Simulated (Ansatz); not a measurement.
# GeH2O2 (SMILES [OH][Ge][OH]): single points off equilibrium

An exercise on one series of results from a longer session: the logs are not shown, and one member is left open.

Method: single points in def2-TZVPP; program: Ansatz 0.2.0, Gaussian basis.

Cores are frozen in the correlated methods. Filled d shells of the heavier atoms are correlated.

## Where the work starts

SMILES `[OH][Ge][OH]`, 5 atoms, charge 0, spin multiplicity 1.

Atoms are counted from 1 here; the program's logs count them from 0.

Bond lengths: O1–Ge2 1.776 Å, O1–H4 0.988 Å, Ge2–O3 1.942 Å, O3–H5 1.132 Å. Angles: Ge2–O1–H4 122.5°, O1–Ge2–O3 108.0°, Ge2–O3–H5 125.6°.

As a file:

```xyz
5

O    -1.4353   -0.2297   -0.4795
Ge   -0.4289   -0.8173    0.8613
O     1.3679   -0.1253    0.6120
H    -1.1751    0.5399   -1.0411
H     1.6875    0.6012   -0.1952
```

The first run:

The input, run/in.yaml:

```yaml
crystal:
  periodic: [false, false, false]
  atoms:
    - {symbol: O, position_ang: [-1.435300, -0.229700, -0.479500]}
    - {symbol: Ge, position_ang: [-0.428900, -0.817300, 0.861300]}
    - {symbol: O, position_ang: [1.367900, -0.125300, 0.612000]}
    - {symbol: H, position_ang: [-1.175100, 0.539900, -1.041100]}
    - {symbol: H, position_ang: [1.687500, 0.601200, -0.195200]}
basis:
  gaussian: {orbitals: def2-TZVPP}
correlation: {method: ccsd_t}
output: {forces: true}
```

Command:

```sh
ansatz run in.yaml --threads 4 --pin off --events-out ev --progress --plain --max-ram 5222MiB
```

Steps of the session up to this table: CCSD(T)/def2-TZVPP; PBE0-D4/def2-TZVPP; wB97M-V/def2-TZVPP; r2SCAN-D4/def2-TZVPP; PBE-D4/def2-TZVPP; BHLYP-D4/def2-TZVPP; wB97X-V/def2-TZVPP.

One table of the session follows, with a row left open; its other results are not shown here.

```
   method  RMS force component (eV/Å)  angle to CCSD(T) forces (°)  dipole (D)
  CCSD(T)                       1.820                    reference        1.75
  PBE0-D4                       1.883                          2.2        1.75
  wB97M-V                       1.878                          2.8        1.69
r2SCAN-D4                       1.786                          1.7        1.83
   PBE-D4                       1.639                          8.8        1.73
 BHLYP-D4                       2.086                          5.6        1.68
  wB97X-V                           ?                            ?           ?
```

**Question.** Estimate the row for wB97X-V.

As computed: RMS force component (eV/Å): 1.900; angle to CCSD(T) forces (°): 2.5; dipole (D): 1.78. In the column «RMS force component (eV/Å)» it lies between PBE0-D4 (1.883) and BHLYP-D4 (2.086).

To keep in mind: CCSD(T) in triple zeta still lacks some correlation energy of the bonds, so part of these gaps is its own basis error and they don't rank the functionals.
